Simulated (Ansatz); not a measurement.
## Molecular dynamics of CaPH5O6

input.yaml

```yaml
accuracy: low
crystal:
  lattice:
    - [3.168712, -7.571, 0.0]
    - [3.168712, 7.571, 0.0]
    - [-2.788989, 0.0, 5.091468]
  atoms:
    - { symbol: Ca, position: [0.9226, 0.5774, 0.75] }
    - { symbol: Ca, position: [0.5774, 0.9226, 0.25] }
    - { symbol: H, position: [0.7022, 0.3622, 0.1307] }
    - { symbol: H, position: [0.3622, 0.7022, 0.6307] }
    - { symbol: H, position: [0.0011, 0.9793, 0.1065] }
    - { symbol: H, position: [0.9793, 0.0011, 0.6065] }
    - { symbol: H, position: [0.0715, 0.8949, 0.2765] }
    - { symbol: H, position: [0.8949, 0.0715, 0.7765] }
    - { symbol: H, position: [0.5068, 0.5274, 0.5017] }
    - { symbol: H, position: [0.5274, 0.5068, 0.0017] }
    - { symbol: H, position: [0.4247, 0.2905, 0.3544] }
    - { symbol: H, position: [0.2905, 0.4247, 0.8544] }
    - { symbol: P, position: [0.4045, 0.0491, 0.7372] }
    - { symbol: P, position: [0.0491, 0.4045, 0.2372] }
    - { symbol: O, position: [0.5945, 0.3295, 0.9722] }
    - { symbol: O, position: [0.3295, 0.5945, 0.4722] }
    - { symbol: O, position: [0.5392, 0.1028, 0.5664] }
    - { symbol: O, position: [0.1028, 0.5392, 0.0664] }
    - { symbol: O, position: [0.1474, 0.934, 0.6028] }
    - { symbol: O, position: [0.934, 0.1474, 0.1028] }
    - { symbol: O, position: [0.3809, 0.8867, 0.8553] }
    - { symbol: O, position: [0.8867, 0.3809, 0.3553] }
    - { symbol: O, position: [0.0571, 0.9083, 0.1171] }
    - { symbol: O, position: [0.9083, 0.0571, 0.6171] }
    - { symbol: O, position: [0.5697, 0.4609, 0.4884] }
    - { symbol: O, position: [0.4609, 0.5697, 0.9884] }
basis:
  ecutwfc: 420.0
kpoints:
  mp_grid: { grid: [2, 2, 2] }
hamiltonian:
  xc: pbesol
scf:
  occupations: { method: fermi_dirac, width: 0.05 }
  lower_state_search: "off"
md:
  timestep: 0.75
  n_steps: 120
  ensemble: nve
  temperature: 2400.0
  initial_velocities: maxwell_boltzmann
  seed: 834329
```

Run as:

```bash
$ ansatz run input.yaml --threads 1 --pin off --max-ram 3072MiB --backend cpu --events-out ev --progress --plain --runs-dir out
```

It starts from an unrelaxed structure (largest force component 2.06 eV/Å).

Output, in part (step lines):

```
md step     0: t =     0.00 fs  T =  2400.0 K  F+E_penalty+E_count = -11970.65948522 eV  E_kin = 7.755600 eV  conserved = -11962.90388529 eV  (10 SCF iters)
md step     1: t =     0.75 fs  T =  2374.1 K  F+E_penalty+E_count = -11970.56009234 eV  E_kin = 7.672034 eV  conserved = -11962.88805880 eV  (9 SCF iters)
md step     2: t =     1.50 fs  T =  2213.4 K  F+E_penalty+E_count = -11970.02192241 eV  E_kin = 7.152680 eV  conserved = -11962.86924193 eV  (9 SCF iters)
md step     3: t =     2.25 fs  T =  1995.9 K  F+E_penalty+E_count = -11969.30653842 eV  E_kin = 6.449621 eV  conserved = -11962.85691746 eV  (9 SCF iters)
md step     4: t =     3.00 fs  T =  1783.4 K  F+E_penalty+E_count = -11968.60925164 eV  E_kin = 5.762982 eV  conserved = -11962.84626932 eV  (9 SCF iters)
md step     5: t =     3.75 fs  T =  1627.6 K  F+E_penalty+E_count = -11968.09731075 eV  E_kin = 5.259574 eV  conserved = -11962.83773659 eV  (7 SCF iters)
md step     6: t =     4.50 fs  T =  1568.2 K  F+E_penalty+E_count = -11967.90216644 eV  E_kin = 5.067613 eV  conserved = -11962.83455306 eV  (9 SCF iters)
md step     7: t =     5.25 fs  T =  1618.1 K  F+E_penalty+E_count = -11968.06971634 eV  E_kin = 5.228979 eV  conserved = -11962.84073754 eV  (8 SCF iters)
[... lines left out ...]
md step   120: t =    90.00 fs  T =  1277.7 K  F+E_penalty+E_count = -11966.99903674 eV  E_kin = 4.129006 eV  conserved = -11962.87003107 eV  (9 SCF iters)
```

The steps, from the saved trajectory:

```csv
time (fs),T (K),potential energy less start (eV),conserved less start (meV/atom)
0.0,2400,0.000,0.00
3.0,1783,2.050,2.22
6.0,1745,2.160,1.64
9.0,1478,3.070,3.45
12.0,1603,2.605,1.16
15.0,1131,4.168,2.57
18.0,1305,3.555,0.68
21.0,1379,3.301,0.08
24.0,886,4.952,2.32
27.0,1031,4.454,1.23
30.0,1122,4.154,0.87
33.0,1099,4.245,1.53
36.0,945,4.754,1.99
39.0,988,4.635,2.77
42.0,1328,3.481,0.63
45.0,1233,3.793,0.87
48.0,1022,4.499,1.73
51.0,1252,3.734,0.95
54.0,1153,4.099,2.66
57.0,1246,3.771,1.62
60.0,1044,4.434,1.96
63.0,1296,3.591,0.87
66.0,1206,3.879,0.76
69.0,1164,4.033,1.47
72.0,1130,4.159,2.08
75.0,1022,4.510,2.22
78.0,959,4.704,1.82
81.0,1007,4.534,1.27
84.0,1157,4.055,1.52
87.0,1207,3.901,1.77
90.0,1278,3.660,1.30
```

All steps were run. The conserved energy stayed within 3.4 meV per atom of its start (net change 1.3 meV per atom), so there is no drift, though single steps change it by up to 55 meV in the whole system, a sign of fast motions only just resolved. The temperature averaged 0.48 of the 2400 K drawn at the start: a run that starts near a minimum puts about half its kinetic energy into the potential. A run of 0.09 ps of so small a system gives no equilibrium averages. Limits of this set-up: coarse k mesh, low accuracy level.

Mean squared displacements from the first frame to the last, about the centre of mass: Ca 0.26 Å², H 0.34 Å², P 0.05 Å², O 0.11 Å².

Last frame:

```xyz
26
Lattice="3.1687 -7.5710 0.0000 3.1687 7.5710 0.0000 -2.7890 0.0000 5.0915" Properties=species:S:1:pos:R:3
Ca 2.511 -2.728 3.471
Ca 4.229 2.331 1.768
H 2.663 -2.369 0.581
H 1.892 2.836 3.398
H 2.867 7.214 0.023
H 1.909 -7.450 3.454
H 2.203 6.489 1.331
H 1.112 -6.500 4.484
H 1.236 0.178 1.946
H 2.906 -0.043 0.141
H 0.937 -1.137 1.355
H 0.589 1.273 4.431
P -0.639 -2.519 3.546
P 0.943 2.715 1.272
O -0.016 -1.749 4.888
O 1.504 2.046 2.610
O 0.515 -3.147 2.748
O 2.076 3.227 0.323
O 1.708 6.118 2.950
O 3.165 -5.945 0.748
O 1.730 3.763 4.100
O 3.019 -3.742 1.648
O 2.727 6.294 0.435
O 1.519 -6.614 3.611
O 1.577 -0.766 2.129
O 0.293 1.097 5.337
```

Time of the run: 12 min on 1 thread of Arm Neoverse V2, on a shared host, peak memory 0.63 GiB.
